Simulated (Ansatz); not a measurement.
Predict the output of the script below (Ansatz's Python interface).

The script reads `h5nsn.xyz`:
```text
7

N    -0.52030   -1.27380    0.12350
Sn    0.07000    0.70960   -0.14120
H     0.02410   -1.82770   -0.48430
H    -0.30870   -1.46820    1.10490
H    -0.12050    1.17070   -1.83420
H    -0.87310    1.79180    0.87710
H     1.78980    0.82960    0.30850
```

`h5nsn.py`:
```python
import ansatz as az
import numpy as np

BASIS_SET = "def2-TZVP"
FUNCTIONAL = "r2SCAN"
CHARGE = 1
FORCE_TOL = 0.01

h5nsn = az.Crystal.molecule_from_extxyz("h5nsn.xyz")

setup = h5nsn.calculation().basis(gaussian=BASIS_SET).functional(FUNCTIONAL)
symbols = [site.symbol for site in h5nsn.cartesian_sites]
start = np.array([site.position_ang for site in h5nsn.cartesian_sites], dtype=float)
summary = setup.relax(force_tolerance=0.01).run().report
end = np.array(summary["positions_ang"])

away = sum((end[0] - end[j]) / np.linalg.norm(end[0] - end[j]) for j in [1, 2, 3]) + np.array([0.15, 0.1, -0.2])
proton = end[0] + 1.0 * away / np.linalg.norm(away)
acid = az.Crystal.molecule()
for symbol, place in zip(symbols, end):
    acid = acid.atom(symbol, place.tolist())
acid = acid.atom("H", proton.tolist())
protonated = (
    acid.calculation()
    .basis(gaussian=BASIS_SET)
    .functional(FUNCTIONAL)
    .charge(CHARGE)
    .relax(force_tolerance=FORCE_TOL, max_steps=80)
)
after = protonated.run().report
xyz = np.array(after["positions_ang"])
reach = np.linalg.norm(xyz[:-1] - xyz[-1], axis=1)
print(f"base {summary['free_energy_ev']:.5f} eV, protonated {after['free_energy_ev']:.5f} eV")
print(f"the proton ends {reach.min():.3f} A from {symbols[reach.argmin()]}{reach.argmin()}")
print(f"electronic proton affinity {23.060548 * (summary['free_energy_ev'] - after['free_energy_ev']):.1f} kcal/mol")
```

Output of `python h5nsn.py`:
```text
base -7404.33357 eV, protonated -7414.42754 eV
the proton ends 1.020 A from N0
electronic proton affinity 232.8 kcal/mol
```

Caveats:
- Total energies depend on the basis set; only differences at equal settings carry meaning.
- The proton is put on one chosen atom, which needn't be the most basic site, so the molecule's proton affinity can be higher; the ends are stationary points, not checked by frequencies, and zero-point and thermal terms count only where printed.
- def2 sets replace the cores of elements past krypton by effective core potentials.
- Finished in 32 s on 1 thread of Intel(R) Xeon(R) 6975P-C (Granite Rapids) (shared host), peak memory 0.27 GiB.
